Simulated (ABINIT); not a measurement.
The system is TaF3.

```
Ta F
1.0
     3.90120    0.00000    0.00000
     0.00000    3.90120    0.00000
     0.00000    0.00000    3.90120
Ta F
1 3
Direct
  0.00000 0.00000 0.00000
  0.00000 0.00000 0.50000
  0.00000 0.50000 0.00000
  0.50000 0.00000 0.00000
```

- Program: ABINIT 10.8.3 (patched build)
- Task: relaxation of cell and atoms
- Functional: LDA
- Potentials or basis: PseudoDojo NC SR LDA v0.4.1 standard
- Cutoff: 1143 eV
- k mesh: 5 × 5 × 5
- Occupations: fermi-dirac, width 0.05 eV
- Spin: no spin polarisation

At the start: pressure 13.2 GPa; volume 14.84 Å³/atom.

Where does the relaxation end?

Over 5 steps the energy falls by 50.8 meV/atom and the volume is 16.17 Å³/atom (+8.9 %); space group Pm-3m (No. 221, to 0.05 Å).

Step by step:
```csv
step,energy change (eV),largest force (eV/Å),pressure (GPa),volume (Å³)
1,0.0000,0.0000,13.22,59.37
2,-0.1477,0.0000,6.44,61.81
3,-0.2025,0.0000,0.59,64.38
4,-0.2030,0.0000,0.03,64.66
5,-0.2030,0.0000,0.00,64.67
```

Final structure:
```
Ta F
1.0
     4.01396    0.00000    0.00000
     0.00000    4.01396    0.00000
     0.00000    0.00000    4.01396
Ta F
1 3
Direct
  0.00000 0.00000 0.00000
  0.00000 0.00000 0.50000
  0.00000 0.50000 0.00000
  0.50000 0.00000 0.00000
```
